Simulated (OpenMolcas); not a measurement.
# C2H7BO (SMILES CBOC): a chain of runs

Wanted: the energy (HF/ANO-R0), then a single-point energy (CASSCF(2,2)/ANO-R1), then an energy scan (CASPT2(2,2)/ANO-R1), then the energy along one coordinate (SC-NEVPT2(2,2)/ANO-R1), then the energy along one coordinate (MC-PDFT[tPBE](2,2)/ANO-R1) of C2H7BO. 

The calculation is run with OpenMolcas 26.06.

**1. Starting point**

C2H7BO has 11 atoms, charge 0, and is taken as a singlet. As SMILES, `CBOC`. Geometry: relaxed at PBE0-D4/def2-TZVP. This is one conformer, not always the lowest.

Bond lengths: C1–B2 1.560 Å, B2–O3 1.348 Å, O3–C4 1.411 Å, C1–H5 1.091 Å, C1–H6 1.096 Å, C1–H7 1.096 Å, B2–H8 1.208 Å, C4–H9 1.092 Å, C4–H10 1.094 Å, C4–H11 1.092 Å. Some angles: C1–B2–O3 119.6°, B2–O3–C4 122.3°, C1–B2–H8 122.0°, O3–B2–H8 118.4°, B2–C1–H5 113.4°, B2–C1–H6 110.3°, B2–C1–H7 110.1°, O3–C4–H9 109.0°, O3–C4–H10 111.4°, O3–C4–H11 109.1°.

**2. The energy at HF/ANO-R0 (sfX2C) (run 1)**

input.xyz reads:

```xyz
11

C     -1.306200     1.341700    -0.364700
B     -0.434700     0.206700     0.257100
O      0.626600    -0.267100    -0.425200
C      1.454400    -1.289700     0.083900
H     -0.966000     1.657000    -1.352600
H     -2.351400     1.021300    -0.437600
H     -1.315700     2.214600     0.297900
H     -0.678700    -0.268200     1.340800
H      1.446400    -2.133000    -0.610100
H      1.113800    -1.626100     1.067400
H      2.476800    -0.914200     0.163700
```

step1.input reads:

```
* C2H7BO Hartree-Fock
&GATEWAY
Coord
input.xyz
Basis
ANO-R0
Group
NoSym
&SEWARD
&SCF
PrOrbitals
0
&LOCALISATION
Occupied
Freeze
Pipek-Mezey
&LOCALISATION
FileOrb
$Project.LocOrb
Virtual
Pipek-Mezey
```

The run is started by

```
export MOLCAS_MEM=1860
pymolcas step1.input > step1.log
```

Standard output:

```text
--- Start Module: gateway ---
[...]
--- Stop Module: gateway /rc=_RC_ALL_IS_WELL_ ---
[...]
      Basis functions           27
[...]
       Convergence after  12 Iterations
[...]
::    Total SCF energy                               -178.7762230796
[...]
      Total spin, S                                     0.0000000000
[...]
      Total electronic charge=   32.000000
      Total            charge=   -0.000000
[...]
      Dipole Moment (debye):
      Origin of the operator (angstrom)=    0.1161   -0.0245   -0.1183
                   X=  1.4094E+00               Y= -8.9735E-01               Z= -4.6975E-01           Total=  1.7356E+00
      Quadrupole Moment (debye*angstrom):
[...]
--- Start Module: localisation ---
[...]
--- Stop Module: localisation /rc=_RC_ALL_IS_WELL_ ---
--- Start Module: localisation ---
[...]
--- Stop Module: localisation /rc=_RC_ALL_IS_WELL_ ---
[...]
```

It took 4.8 s on 1 thread of Intel Xeon Platinum 8259CL at 2.50GHz (Skylake/Cascade Lake), shared host; peak memory 0.38 GiB.

**3. The energy at CASSCF(2,2)/ANO-R1 (sfX2C, RICD fitting) (run 2)**

input.xyz is that of step 2.

step2.input reads:

```
>>> EXPORT MOLCAS_PRINT=2
&gateway
coord
input.xyz
basis
ANO-R0
group
NoSym
&seward
&rasscf
fileorb
$CurrDir/step1.LocOrb
alter
2
1 13 16
1 17 20
spin
1
nactel
2 0 0
inactive
15
ras2
2
orblisting
Nothing
>>> COPY $Project.RunFile RUNFIL1
>>> COPY $Project.RasOrb INPORB
&gateway
coord
input.xyz
basis
ANO-R1
group
NoSym
ricd
&seward
>>> COPY $Project.RunFile RUNFIL2
&expbas
&rasscf
fileorb
$Project.ExpOrb
spin
1
nactel
2 0 0
inactive
15
ras2
2
orblisting
Nothing
```

The run is started by

```
export MOLCAS_MEM=1860
pymolcas step2.input > step2.log
```

Standard output:

```text
--- Start Module: gateway ---
[...]
--- Stop Module: gateway /rc=_RC_ALL_IS_WELL_ ---
[...]
      Basis functions           27
[...]
      Number of active orbitals                  2
[...]
      Spin quantum number                      0.0
[...]
      Active orbitals                            2
[...]
      Number of CSFs                             3
[...]
      Number of root(s) required                 1
[...]
      Convergence after 12 iterations
[...]
      printout of CI-coefficients larger than  0.05 for root  1
      energy=    -178.787063
      conf/sym  11     Coeff  Weight
             1  20   0.99562 0.99126
             3  02  -0.09350 0.00874
      Natural orbitals and occupation numbers for root  1
      sym 1:   1.982514   0.017486
      ************************************************************************************************************************
      *                                                    Final results                                                     *
[...]
::    RASSCF root number  1 Total energy:   -178.78706287
[...]
      Basis functions           91
[...]
--- Start Module: expbas ---
[...]
--- Stop Module: expbas /rc=_RC_ALL_IS_WELL_ ---
--- Start Module: rasscf ---
[...]
      Convergence after 15 iterations
[...]
      Natural orbitals and occupation numbers for root  1
      sym 1:   1.983063   0.016937
      ************************************************************************************************************************
      *                                                    Final results                                                     *
[...]
::    RASSCF root number  1 Total energy:   -179.56005587
[...]
      Total electronic charge=   32.000000
      Total            charge=   -0.000000
[...]
      Dipole Moment (debye):
      Origin of the operator (angstrom)=    0.1161   -0.0245   -0.1183
                   X=  4.8796E-01               Y= -8.0206E-01               Z=  6.2438E-01           Total=  1.1275E+00
      Quadrupole Moment (debye*angstrom):
[...]
--- Stop Module: rasscf /rc=_RC_ALL_IS_WELL_ ---
[...]
```

Run time: 17 s. Hardware: 1 thread of Intel Xeon Platinum 8259CL at 2.50GHz (Skylake/Cascade Lake), shared host; peak memory 0.38 GiB.

**4. The energy along one coordinate at CASPT2(2,2)/ANO-R1 (sfX2C, RICD fitting, ipea shift 0.25 Eh, pt2 variant SS) (run 3)**

step3.input reads:

```
* C2H7BO CASPT2
>>> COPY $CurrDir/step2.RasOrb $Project.RasOrb
>>> ForEach K in (1, 2, 3, 4, 5, 6, 7, 8, 9)

&GATEWAY
 COORD=$CurrDir/point$K.xyz
 BASIS=ANO-R1
 GROUP=NoSym
 RICD

&SEWARD

&RASSCF
 FILEORB=$Project.RasOrb
 SPIN=1
 NACTEL=2 0 0
 INACTIVE=15
 RAS2=2
 ORBLISTING=Nothing

&CASPT2
 IMAGINARY=0.2
 FROZEN=4
>>> EndDo
```

The run is started by

```
export MOLCAS_MEM=1860
pymolcas step3.input > step3.log
```

Standard output, shortened:

```text
[...]
      Basis functions           91
[...]
      Number of active orbitals                  2
[...]
      Spin quantum number                      0.0
[...]
      Active orbitals                            2
[...]
      Number of CSFs                             3
[...]
      Number of root(s) required                 1
[...]
      Convergence after 10 iterations
[...]
      Natural orbitals and occupation numbers for root  1
      sym 1:   1.988211   0.011789
      ************************************************************************************************************************
      *                                                    Final results                                                     *
[...]
::    RASSCF root number  1 Total energy:   -179.54874085
[...]
      E2 (Variational):          -0.5610614564
[...]
::    CASPT2 Root  1     Total energy:   -180.10980231
[...]
      Convergence after  9 iterations
[...]
      Natural orbitals and occupation numbers for root  1
      sym 1:   1.983083   0.016917
      ************************************************************************************************************************
      *                                                    Final results                                                     *
[...]
      Convergence after 11 iterations
[...]
      Natural orbitals and occupation numbers for root  1
      sym 1:   1.856206   0.143794
      ************************************************************************************************************************
      *                                                    Final results                                                     *
[...]
      Convergence after 10 iterations
[...]
      Natural orbitals and occupation numbers for root  1
      sym 1:   1.721530   0.278470
      ************************************************************************************************************************
      *                                                    Final results                                                     *
[...]
      Convergence after  9 iterations
[...]
::    RASSCF root number  1 Total energy:   -179.40575640
[...]
::    CASPT2 Root  1     Total energy:   -179.95343622
[...]
      Convergence after  8 iterations
[...]
::    RASSCF root number  1 Total energy:   -179.39506676
[...]
      E2 (Variational):          -0.5454831820
[...]
::    CASPT2 Root  1     Total energy:   -179.94054994
[...]
```

It took 94 s on 1 thread of Intel Xeon Platinum 8259CL at 2.50GHz (Skylake/Cascade Lake), shared host; peak memory 0.085 GiB.

The scan, from its lowest point:

```
H5–C1 (Å)  energy (kJ/mol)
    0.982             27.6
    1.091              0.0
    1.201             13.6
    1.364             69.9
    1.582            165.0
    1.855            274.2
    2.183            369.3
    2.619            438.1
    3.274            472.0
```

**5. An energy scan at SC-NEVPT2(2,2)/ANO-R1 (sfX2C, RICD fitting, pt2 variant SC-NEVPT2) (run 4)**

step4.inp reads:

```
>>> COPY $CurrDir/step2.RasOrb $Project.RasOrb
>>> ForEach K in (1, 2, 3, 4, 5, 6, 7, 8, 9)

&GATEWAY
  Coord=$CurrDir/point$K.xyz
  Basis=ANO-R1
  Group=NoSym
  RICD

&SEWARD

&RASSCF
  FileOrb=$Project.RasOrb
  Spin=1
  Nactel=2 0 0
  Inactive=15
  Ras2=2
  OrbListing=Nothing

&CASPT2
  SC-NEVPT2
  Frozen=4
>>> EndDo
```

The run is started by

```
export MOLCAS_MEM=1860
pymolcas step4.inp > step4.log
```

Standard output, shortened:

```text
[...]
      Basis functions           91
[...]
      Number of active orbitals                  2
[...]
      Spin quantum number                      0.0
[...]
      Active orbitals                            2
[...]
      Number of CSFs                             3
[...]
      Number of root(s) required                 1
[...]
      Convergence after 10 iterations
[...]
      Natural orbitals and occupation numbers for root  1
      sym 1:   1.988211   0.011789
      ************************************************************************************************************************
      *                                                    Final results                                                     *
[...]
::    RASSCF root number  1 Total energy:   -179.54874085
[...]
      E2 (Variational):          -0.5578074095
[...]
::    SC-NEVPT2 Root  1     Total energy:   -180.10651246
[...]
      Convergence after  9 iterations
[...]
      Natural orbitals and occupation numbers for root  1
      sym 1:   1.983083   0.016917
      ************************************************************************************************************************
      *                                                    Final results                                                     *
[...]
      Convergence after 11 iterations
[...]
      Natural orbitals and occupation numbers for root  1
      sym 1:   1.856206   0.143794
      ************************************************************************************************************************
      *                                                    Final results                                                     *
[...]
      Convergence after 10 iterations
[...]
      Natural orbitals and occupation numbers for root  1
      sym 1:   1.721530   0.278470
      ************************************************************************************************************************
      *                                                    Final results                                                     *
[...]
      Convergence after  9 iterations
[...]
::    RASSCF root number  1 Total energy:   -179.40575640
[...]
::    SC-NEVPT2 Root  1     Total energy:   -179.95082971
[...]
      Convergence after  8 iterations
[...]
::    RASSCF root number  1 Total energy:   -179.39506676
[...]
      E2 (Variational):          -0.5430892814
[...]
::    SC-NEVPT2 Root  1     Total energy:   -179.93815604
[...]
```

Wall time 84 s (1 thread of Intel Xeon Platinum 8259CL at 2.50GHz (Skylake/Cascade Lake), shared host); peak memory 0.085 GiB.

The scan, from its lowest point:

```
H5–C1 (Å)  energy (kJ/mol)
    0.982             28.6
    1.091              0.0
    1.201             12.7
    1.364             67.8
    1.582            162.3
    1.855            271.9
    2.183            368.0
    2.619            437.4
    3.274            470.6
```

**6. An energy scan at MC-PDFT[tPBE](2,2)/ANO-R1 (sfX2C, RICD fitting) (run 5)**

step5.input reads:

```
>>> EXPORT MOLCAS_PRINT=2
>>> COPY $CurrDir/step2.RasOrb $Project.RasOrb
>>> ForEach K in (1, 2, 3, 4, 5, 6, 7, 8, 9)

&GATEWAY
  Coord=$CurrDir/point$K.xyz
  Basis=ANO-R1
  Group=NoSym
  RICD

&SEWARD

&RASSCF
  FileOrb=$Project.RasOrb
  Spin=1
  Nactel=2 0 0
  Inactive=15
  Ras2=2
  OrbListing=Nothing

&MCPDFT
  KSDFT=T:PBE
>>> EndDo
```

The run is started by

```
export MOLCAS_MEM=1860
pymolcas step5.input > step5.log
```

Standard output, shortened:

```text
--- Start Module: gateway ---
[...]
      Basis functions           91
[...]
      Number of active orbitals                  2
[...]
      Spin quantum number                      0.0
[...]
      Active orbitals                            2
[...]
      Number of CSFs                             3
[...]
      Number of root(s) required                 1
[...]
      Convergence after 10 iterations
[...]
      Natural orbitals and occupation numbers for root  1
      sym 1:   1.988211   0.011789
      ************************************************************************************************************************
      *                                                    Final results                                                     *
[...]
::    RASSCF root number  1 Total energy:   -179.54874085
[...]
::    MCPDFT root number  1 Total energy:   -180.39351001
[...]
      Convergence after  9 iterations
[...]
      Natural orbitals and occupation numbers for root  1
      sym 1:   1.983083   0.016917
      ************************************************************************************************************************
      *                                                    Final results                                                     *
[...]
      Convergence after 11 iterations
[...]
      Natural orbitals and occupation numbers for root  1
      sym 1:   1.856206   0.143794
      ************************************************************************************************************************
      *                                                    Final results                                                     *
[...]
      Convergence after 10 iterations
[...]
      Natural orbitals and occupation numbers for root  1
      sym 1:   1.721530   0.278470
      ************************************************************************************************************************
      *                                                    Final results                                                     *
[...]
      Convergence after  9 iterations
[...]
::    RASSCF root number  1 Total energy:   -179.40575640
[...]
::    MCPDFT root number  1 Total energy:   -180.22950008
[...]
      Convergence after  8 iterations
[...]
::    RASSCF root number  1 Total energy:   -179.39506676
[...]
      Total electronic charge=   32.000000
      Total            charge=   -0.000000
[...]
::    MCPDFT root number  1 Total energy:   -180.21550167
[...]
```

Wall time 1.8 min (1 thread of Intel Xeon Platinum 8259CL at 2.50GHz (Skylake/Cascade Lake), shared host); peak memory 0.085 GiB.

The scan, from its lowest point:

```
H5–C1 (Å)  energy (kJ/mol)
    0.982             27.9
    1.091              0.0
    1.201             13.0
    1.364             68.5
    1.582            164.0
    1.855            277.1
    2.183            380.2
    2.619            458.5
    3.274            495.2
```

**7. Outcome**

| quantity | value |
| --- | --- |
| run 1, HF/ANO-R0: total energy | -178.77622 Eh |
| run 1, HF/ANO-R0: dipole moment | 1.74 D |
| run 1, HF/ANO-R0: HOMO energy | -12.64 eV |
| run 1, HF/ANO-R0: LUMO energy | 3.57 eV |
| run 1, HF/ANO-R0: HOMO–LUMO gap | 16.20 eV |
| run 2, CASSCF(2,2)/ANO-R1: total energy | -179.56006 Eh |
| run 2, CASSCF(2,2)/ANO-R1: dipole moment (CASSCF density) | 1.13 D |
| run 3, CASPT2(2,2)/ANO-R1: lowest energy of the scan | -180.12031 Eh |
| run 4, SC-NEVPT2(2,2)/ANO-R1: lowest energy of the scan | -180.11742 Eh |
| run 5, MC-PDFT[tPBE](2,2)/ANO-R1: lowest energy of the scan | -180.40412 Eh |

**Reading.** Mulliken charges (run 1, HF/ANO-R0) run from -0.98 on C1 to +0.31 on H9. Mulliken charges (run 2, CASSCF(2,2)/ANO-R1) run from -0.32 on O3 to +0.17 on B2; they depend strongly on the basis.
